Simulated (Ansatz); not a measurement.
Write a Python script for the Python package of Ansatz (0.2.0) that makes energies of removing a hydrogen of CH4F2SSn, SMILES [CH3][Sn]([F])([F])[SH]. Use (for the species named): Hartree-Fock, def2-SVP basis, multiplicity 1.

```tsv
atom	x (Å)	y (Å)	z (Å)
C	-0.9152	-0.7623	-0.6468
Sn	0.8901	0.0687	0.0614
F	1.5653	-1.0936	1.4331
F	2.2381	0.1930	-1.4071
S	0.5225	2.2678	0.9595
H	-0.7974	-1.7155	-1.0780
H	-1.6621	-0.7737	0.1827
H	-1.3263	-0.0342	-1.4565
H	-0.4265	1.8035	1.9346
```

Script `bde.py`:
```python
'''Cost of removing each kind of hydrogen from CH4F2SSn, fragments frozen.'''

import ansatz as az

BASIS = 'def2-SVP'
FUNCTIONAL = 'HF'


def total_energy(molecule, charge=0, unpaired=0):
    calc = (
        molecule.calculation()
        .basis(gaussian=BASIS)
        .functional(FUNCTIONAL)
        .accuracy('medium')
    )
    if charge:
        calc = calc.charge(charge)
    if unpaired:
        calc = calc.spin('collinear', total=unpaired)
    return calc.run(threads=1).report['free_energy_ev']

def without(molecule, index):
    rest = az.Crystal.molecule()
    for i, site in enumerate(molecule.cartesian_sites):
        if i != index:
            rest = rest.atom(site.symbol, site.position_ang)
    return rest

geometry = (
    az.Crystal.molecule()
    .atom('C', (-0.9152, -0.7623, -0.6468))
    .atom('Sn', (0.8901, 0.0687, 0.0614))
    .atom('F', (1.5653, -1.0936, 1.4331))
    .atom('F', (2.2381, 0.193, -1.4071))
    .atom('S', (0.5225, 2.2678, 0.9595))
    .atom('H', (-0.7974, -1.7155, -1.078))
    .atom('H', (-1.6621, -0.7737, 0.1827))
    .atom('H', (-1.3263, -0.0342, -1.4565))
    .atom('H', (-0.4265, 1.8035, 1.9346))
)

whole = total_energy(geometry, 0)
hydrogen = total_energy(az.Crystal.molecule().atom('H', (0, 0, 0)), 0, 1)
print(f'E(molecule) = {whole:.5f} eV, E(H) = {hydrogen:.5f} eV')
for index in [7, 8]:
    radical = total_energy(without(geometry, index), 0, 1)
    print(f'H{index}: homolysis {(radical + hydrogen - whole):.3f} eV')
    anion = total_energy(without(geometry, index), -1)
    print(f'H{index}: loss of a proton {(anion - whole):.3f} eV')
```

Running `python bde.py` prints:
```text
E(molecule) = -23121.60182 eV, E(H) = -13.58606 eV
H7: homolysis 3.821 eV
H7: loss of a proton 17.066 eV
H8: homolysis 2.767 eV
H8: loss of a proton 14.478 eV
```

Notes:
- These settings explore the input space; basis and method may be short of convergence.
- The geometry is a force-field or estimated start, not a minimum of this method, and the basis set is short of its limit. All parts are taken at fixed geometry, without zero-point energy.
- def2 sets replace the cores of elements past krypton by effective core potentials.
- Hartree-Fock leaves correlation out, so bond, atomisation and ionisation energies come out well too low.
- The spin-orbit lowering of heavy atoms is left out.
- Anions want diffuse functions, which this basis lacks.
- Run time: 22 s on 1 thread of Arm Neoverse V1, with other jobs on the host, peak memory 0.35 GiB.
